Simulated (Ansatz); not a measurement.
Run this with Ansatz 0.2.0 through its Python package and show what comes out.

The script reads `c2h5bfp.xyz`:
```text
10

C    -1.67990    0.56340    0.45060
C    -0.68810   -0.03340   -0.09490
B     0.75590    0.27630    0.34000
F     1.13160    1.27950    1.36490
P     2.26220   -0.68760   -0.46910
H    -2.73380    0.38780    0.10400
H    -1.57200    1.36900    1.20950
H    -0.81450   -0.76550   -0.86490
H     1.78590   -0.46020   -1.76600
H     1.63580   -1.98050   -0.27110
```

Script `c2h5bfp_energy.py`:
```python
"""Single point of C2H5BFP in a Gaussian basis."""

import ansatz

BASIS_SET = "6-31G*"
FUNCTIONAL = "cam_b3lyp"

system = ansatz.Crystal.molecule_from_extxyz("c2h5bfp.xyz")

setup = (
    system.calculation()
    .basis(gaussian=BASIS_SET)
    .functional(FUNCTIONAL)
)
outcome = setup.run(threads=1, backend="cpu")
report = outcome.report

print(f"E = {report['free_energy_ev']:.6f} eV = {report['free_energy_ev'] / 27.211386246:.7f} Ha")
print("converged:", report["converged"], " doubts:", report["published_state_doubts"] or "none")

field = report["mean_field"]
print("<S^2> =", round(abs(field["state"]["spin_squared"]), 4), " all-electron relativity setting:", field["relativity"])
print("passes:", field["passes"])
if "symmetry" in field:
    print("occupied orbitals by irrep:", field["symmetry"]["occupied"])
```

`python c2h5bfp_energy.py` gives:
```text
E = -14834.530419 eV = -545.1589377 Ha
converged: True  doubts: none
<S^2> = 0.0  all-electron relativity setting: none
passes: {'evaluations': 15, 'products': 13}
occupied orbitals by irrep: [{'A': 23}, {'A': 23}]
```

Notes:
- Total energies depend on the basis set; only differences at equal settings carry meaning.
- The geometry is a force-field or estimated start, not a minimum of this method, and the basis set is short of its limit.
- Timing: 3 s on 1 thread of Arm Neoverse V2, with other jobs on the host, peak memory 0.24 GiB.
